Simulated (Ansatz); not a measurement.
# InHCl2 (singlet): wave-function methods side by side at a displaced geometry (v2), def2-SVP

An exercise on one series of results from a longer session: the logs are not shown, and one member is left open.

Computed with Ansatz 0.2.0, Gaussian basis. Level: def2-SVP, core rule «outside noble gas», up to 19 orbitals frozen.

Plan: UHF; CCSD(T) on RHF; BCCD(T) on RHF; CISD; CCSDT(Q) on RHF.

10 further runs of the same task are left out: 1 for a known fault of the program, 5 that didn't finish, 4 set aside as unsound or not needed.

**What is computed**

The geometry is a PBE0/def2-TZVP stationary point (not a proven minimum) with its atoms shifted at random (size 0.100 Å). No spin-orbit coupling is included. Elements past krypton take def2 core potentials.

4 atoms, charge 0, spin multiplicity 1.

Atoms are counted from 1 here; the program's logs count them from 0.

Bond lengths: In1–Cl2 2.314 Å, In1–Cl3 2.304 Å, In1–H4 1.774 Å. Angles: Cl2–In1–Cl3 112.1°, Cl2–In1–H4 124.8°, Cl3–In1–H4 122.6°.

Coordinates:

```mol
Cl2HIn
  3D, bonds by distance, orders not assigned

  4  3  0  0  0  0  0  0  0  0999 V2000
    0.0481   -0.4775   -0.0030 In  0  0
   -0.1168    0.8215   -1.9110 Cl  0  0
   -0.0402    0.7891    1.9201 Cl  0  0
    0.0429   -2.2513    0.0187 H   0  0
  1  2  8  0
  1  3  8  0
  1  4  8  0
M  END
```

Set-up of the first run:

in.yaml reads:

```yaml
crystal:
  periodic: [false, false, false]
  atoms:
    - {symbol: In, position_ang: [0.048087, -0.477528, -0.002966]}
    - {symbol: Cl, position_ang: [-0.116787, 0.821475, -1.911012]}
    - {symbol: Cl, position_ang: [-0.040167, 0.789052, 1.920088]}
    - {symbol: H, position_ang: [0.042942, -2.251282, 0.018662]}
basis:
  gaussian: {orbitals: def2-SVP}
magnetization: {spin_polarized: true, initial_magnetization: 0}
hamiltonian: {xc: hf}
output: {orbitals: {seedname: orbitals}}
```

The run is started by

```sh
> ansatz run in.yaml --threads 1 --pin off --events-out ev --progress --plain --max-ram 2393MiB
```

Among the steps run: UHF; CCSD(T) on RHF; BCCD(T) on RHF; CISD; CCSDT(Q) on RHF.

One table of the session follows, with a row left open; its other results are not shown here.

| method | from RCCSDT(Q) (kJ/mol) |
| --- | --- |
| RHF | +938.5 |
| RMP2 | +106.5 |
| RCCSD | +21.9 |
| RCCSD(T) | ? |
| BCCD(T) | +3.6 |
| RCCSDT | +1.7 |
| RCCSDT(Q) | 0 |

Estimate the missing values for RCCSD(T).

As computed: from RCCSDT(Q) (kJ/mol): +3.7. In the column «from RCCSDT(Q) (kJ/mol)» it lies between BCCD(T) (+3.6) and RCCSD (+21.9).

Not comparable, so not listed: CISD (they don't share determinant, frozen orbitals or solution with the rows shown, or repeat one).
